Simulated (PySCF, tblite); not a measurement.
# C₅H₁₃FOSi₂: geometry, infrared bands and NMR shifts

Aim: predict the infrared bands and NMR shifts of C₅H₁₃FOSi₂ (`C[SiH](C)[Si@@H](C)[C@H](F)C=O`).

Computed with tblite 0.8.0 and PySCF 2.14.0, with density-fitted response routines of our own, on a single molecule in the gas phase. Atoms count from 0, in the outputs and in this text.

## Step 1: Starting geometry

22 atoms, charge 0, multiplicity 1; geometry from: force field or distance geometry start.

Bonds of the start (Å): C0–Si1 1.88, Si1–C2 1.87, Si1–Si3 2.22, Si3–C4 1.87, Si3–C5 1.83, C5–F6 1.39, C5–C7 1.50, C7–O8 1.22, C0–H9 1.12, C0–H10 1.10, C0–H11 1.10, Si1–H12 1.45, C2–H13 1.11, C2–H14 1.10, C2–H15 1.12, Si3–H16 1.50, C4–H17 1.13, C4–H18 1.11, C4–H19 1.13, C5–H20 1.13, C7–H21 1.11.

## Step 2: Optimising the geometry with GFN2-xTB

Job settings and geometry (Å):

```
{"job": {"kind": "relax", "xc": "GFN2-xTB", "basis": "xTB"}, "charge": 0, "multiplicity": 1}
C     -2.370300     1.181900     0.811500
Si    -1.234100     0.201500    -0.316100
C     -1.999100    -1.503400    -0.441700
Si     0.760300    -0.107800     0.601200
C      1.443800    -1.719400    -0.042300
C      1.979000     1.220000     0.296800
F      1.694300     2.411200     0.944500
C      2.291200     1.445200    -1.148400
O      3.412500     1.314400    -1.616700
H     -3.339300     1.314000     0.273200
H     -1.987700     2.196600     1.011100
H     -2.603700     0.595600     1.714400
H     -1.172200     0.770000    -1.649600
H     -3.028400    -1.459000    -0.868000
H     -1.371000    -2.220300    -0.981200
H     -2.094200    -1.892700     0.600200
H      0.555300    -0.222200     2.079300
H      0.681300    -2.546500     0.047400
H      2.397700    -1.990500     0.465200
H      1.593100    -1.571600    -1.148100
H      2.960500     0.876900     0.745000
H      1.420500     1.725300    -1.779400
```

Command:

```console
OMP_NUM_THREADS=1 python probes_run.py task.json out
```

This one command runs all jobs of the session in turn.

**Question.** This job is followed by: GFN2-xTB harmonic vibrations, gas phase; GIAO PBE0/pcSseg-1 NMR shielding, non-relativistic, gas phase. What will the session give for the following? strongest single infrared mode (GFN2-xTB); zero-point energy (GFN2-xTB); 13C shifts against TMS (PBE0/pcSseg-1); 1H shifts against TMS (PBE0/pcSseg-1, means over atoms taken as alike); 29Si shifts against TMS (PBE0/pcSseg-1); 19F shifts against CFCl3 (PBE0/pcSseg-1); 17O shifts against H2O (PBE0/pcSseg-1); surface potential, 1st and 99th percentile.

As calculated:

| quantity | value |
| --- | --- |
| strongest single infrared mode (GFN2-xTB) | 2129 cm⁻¹, 554 km/mol |
| zero-point energy (GFN2-xTB) | 103.0 kcal/mol |
| 13C shifts against TMS (PBE0/pcSseg-1) | 211.8, 98.7, -3.3, -4.8, -9.4 ppm |
| 1H shifts against TMS (PBE0/pcSseg-1, means over atoms taken as alike) | 10.51, 5.35, 4.45, 4.45, 0.33, 0.25, 0.17 ppm |
| 29Si shifts against TMS (PBE0/pcSseg-1) | -37.6, -45.0 ppm |
| 19F shifts against CFCl3 (PBE0/pcSseg-1) | -260.5 ppm |
| 17O shifts against H2O (PBE0/pcSseg-1) | 664.7 ppm |
| surface potential, 1st and 99th percentile | -1.49 V and 1.11 V |

What this shows: Relaxing lowered the energy by 0.954 eV in 106 steps; the close pair that moved most is Si3–C5, from 1.828 to 1.970 Å. No mode is imaginary among the 60: a minimum at this level. The strongest single mode, at 2129 cm⁻¹, moves mainly H16 and H12. Unscaled tight-binding wavenumbers are off by several per cent, some by more. Its intensities can rank the bands wrongly. C7 (aldehyde carbonyl carbon) lies farthest downfield among carbon, at 211.8 ppm; low-lying n→π* states of the double bond to the heteroatom give a large paramagnetic term (-276 ppm). The most deshielded hydrogen is H21 (hydrogen on an aldehyde carbonyl carbon), at 10.51 ppm: deshielded by the polar, anisotropic C=O bond. At PBE0/pcSseg-1: The widest tensor belongs to O8: span 1382 ppm, with a paramagnetic part of -727 ppm. By nearest atom (PBE0/pcSseg-1), the HOMO sits on O8 55 %; H21 13 % and the LUMO on C7 37 %; O8 27 %.
